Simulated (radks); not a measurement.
# Fractional charge and spin in the 6s shell of iridium

Aim: the energy as the spin-up occupation of 6s runs from 0 to 1 and the spin-down one from 0 to 1, against the two flat planes that join the four corners. Added charge counts from the emptiest corner (up 0, down 0).

The numbers are computed with radks (a radial shooting solver on a logarithmic mesh, Libxc functionals) version 1 (scalar-relativistic Kohn-Sham, LDA (Slater exchange, Perdew-Wang correlation), spin-polarised, spherical densities, point nucleus), except any that are marked as measured or tabulated.

### Step 1. What is computed

```
element       : iridium (Z = 77)
configuration : [Xe] 4f14 5d(up 3.5, down 3.5) 6s(up 1, down 1)
```

A shell typed twice in an input gives spin up, then spin down.

### Step 2. 6s: up 1, down 1

The run's settings:

```text
Z 77
configuration [Xe] 4f14 5d3.5 5d3.5 6s1 6s1
relativity scalar-relativistic
functional lda,pw
spin polarised
nucleus point
c 137.035999084
```

### Step 3. 6s: up 1, down 0.75

The run's settings:

```text
Z 77
configuration [Xe] 4f14 5d3.5 5d3.5 6s1 6s0.75
relativity scalar-relativistic
functional lda,pw
spin polarised
nucleus point
c 137.035999084
```

### Step 4. 6s: up 1, down 0.5

The run's settings:

```text
Z 77
configuration [Xe] 4f14 5d3.5 5d3.5 6s1 6s0.5
relativity scalar-relativistic
functional lda,pw
spin polarised
nucleus point
c 137.035999084
```

### Step 5. 6s: up 1, down 0.25

The run's settings:

```text
Z 77
configuration [Xe] 4f14 5d3.5 5d3.5 6s1 6s0.25
relativity scalar-relativistic
functional lda,pw
spin polarised
nucleus point
c 137.035999084
```

### Step 6. 6s: up 1, down 0

The run's settings:

```text
Z 77
configuration [Xe] 4f14 5d3.5 5d3.5 6s1 6s0
relativity scalar-relativistic
functional lda,pw
spin polarised
nucleus point
c 137.035999084
```

### Step 7. 6s: up 0.75, down 0.75

The run's settings:

```text
Z 77
configuration [Xe] 4f14 5d3.5 5d3.5 6s0.75 6s0.75
relativity scalar-relativistic
functional lda,pw
spin polarised
nucleus point
c 137.035999084
```

### Step 8. 6s: up 0.75, down 0.5

The run's settings:

```text
Z 77
configuration [Xe] 4f14 5d3.5 5d3.5 6s0.75 6s0.5
relativity scalar-relativistic
functional lda,pw
spin polarised
nucleus point
c 137.035999084
```

### Step 9. 6s: up 0.75, down 0.25

The run's settings:

```text
Z 77
configuration [Xe] 4f14 5d3.5 5d3.5 6s0.75 6s0.25
relativity scalar-relativistic
functional lda,pw
spin polarised
nucleus point
c 137.035999084
```

### Step 10. 6s: up 0.75, down 0

The run's settings:

```text
Z 77
configuration [Xe] 4f14 5d3.5 5d3.5 6s0.75 6s0
relativity scalar-relativistic
functional lda,pw
spin polarised
nucleus point
c 137.035999084
```

### Step 11. 6s: up 0.5, down 0.5

The run's settings:

```text
Z 77
configuration [Xe] 4f14 5d3.5 5d3.5 6s0.5 6s0.5
relativity scalar-relativistic
functional lda,pw
spin polarised
nucleus point
c 137.035999084
```

### Step 12. 6s: up 0.5, down 0.25

The run's settings:

```text
Z 77
configuration [Xe] 4f14 5d3.5 5d3.5 6s0.5 6s0.25
relativity scalar-relativistic
functional lda,pw
spin polarised
nucleus point
c 137.035999084
```

### Step 13. 6s: up 0.5, down 0

The run's settings:

```text
Z 77
configuration [Xe] 4f14 5d3.5 5d3.5 6s0.5 6s0
relativity scalar-relativistic
functional lda,pw
spin polarised
nucleus point
c 137.035999084
```

### Step 14. 6s: up 0.25, down 0.25

The run's settings:

```text
Z 77
configuration [Xe] 4f14 5d3.5 5d3.5 6s0.25 6s0.25
relativity scalar-relativistic
functional lda,pw
spin polarised
nucleus point
c 137.035999084
```

### Step 15. 6s: up 0.25, down 0

The run's settings:

```text
Z 77
configuration [Xe] 4f14 5d3.5 5d3.5 6s0.25 6s0
relativity scalar-relativistic
functional lda,pw
spin polarised
nucleus point
c 137.035999084
```

### Step 16. 6s: up 0, down 0

The run's settings:

```text
Z 77
configuration [Xe] 4f14 5d3.5 5d3.5 6s0 6s0
relativity scalar-relativistic
functional lda,pw
spin polarised
nucleus point
c 137.035999084
```

**Question.** What will these runs give? Wanted: for each run, down \ up; 0; 0.25; 0.5; 0.75; 1.

**Answer**, as computed:

```tsv
down \ up	0	0.25	0.5	0.75	1
0	0.000	-0.721	-0.959	-0.717	0.000
0.25	-0.721	-0.912	-0.628	0.126	-0.656
0.5	-0.959	-0.628	0.168	-0.577	-0.869
0.75	-0.717	0.126	-0.577	-0.832	-0.648
1	0.000	-0.656	-0.869	-0.648	0.000
```

What this shows: The table gives the energy in eV minus the planes, whose edge runs along up + down = one added electron; mirror points follow by spin symmetry. With half an added electron in each spin it lies 0.17 eV above the planes. With half an electron added in spin up alone it lies 0.96 eV below them. The planes are only a guide here: the condition holds for ground states with one frontier orbital, and open shells stand beside this one.
